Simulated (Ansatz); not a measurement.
CaIrN2:

```
Ir Ca N
1.0
     1.64885    0.95196    5.00940
    -1.64885    0.95196    5.00940
     0.00000   -1.90393    5.00940
Ir Ca N
1 1 2
Cartesian
  0.0000 0.0000 7.5141
  0.0000 0.0000 0.0000
  0.0000 0.0000 3.4697
  0.0000 0.0000 11.5585
```

The cell comes from a database or a generator and needn't be the stable form of this composition.

- Program: Ansatz 0.2.0
- Task: relaxation of cell and atoms
- Functional: r2SCAN
- Potentials or basis: Ansatz PAW
- Cutoff: 500 eV (not typed: the program's choice for these potentials)
- k mesh: 9 × 9 × 9
- Occupations: fermi-dirac, width 0.05 eV
- Spin: no spin polarisation
- Hubbard terms: Ir d U = 4 eV

At the start: volume 11.79 Å³/atom.

Problem. Where does the relaxation end?

Solution. It ends after 7 steps and the volume is 11.53 Å³/atom (-2.2 %); space group R-3m (No. 166, to 0.05 Å).

The path:
```csv
step,energy change (eV),largest force (eV/Å),volume (Å³)
1,0.0000,0.2704,47.18
2,-0.0187,0.1192,45.71
3,-0.0219,0.0058,46.16
4,-0.0220,0.0080,46.14
5,-0.0215,0.0081,46.14
6,-0.0215,0.0006,46.13
7,-0.0215,0.0007,46.13
```

Final structure:
```yaml
crystal:
  lattice:
    - [1.63341, 0.94305, 4.99123]
    - [-1.63341, 0.94305, 4.99123]
    - [0.00000, -1.88610, 4.99123]
  atoms:
    - { symbol: Ir, position: [0.50000, 0.50000, 0.50000] }
    - { symbol: Ca, position: [0.00000, 0.00000, 0.00000] }
    - { symbol: N, position: [0.23257, 0.23257, 0.23257] }
    - { symbol: N, position: [0.76743, 0.76743, 0.76743] }
```

Caveat: the plane-wave basis is chosen anew once the cell has moved, so the energies of steps on either side of that aren't comparable; U without spin polarisation on a metal has little footing; the PAW data sets come from PBE, with cores solved anew for the run's functional, which leaves a small shift of forces and pressure.
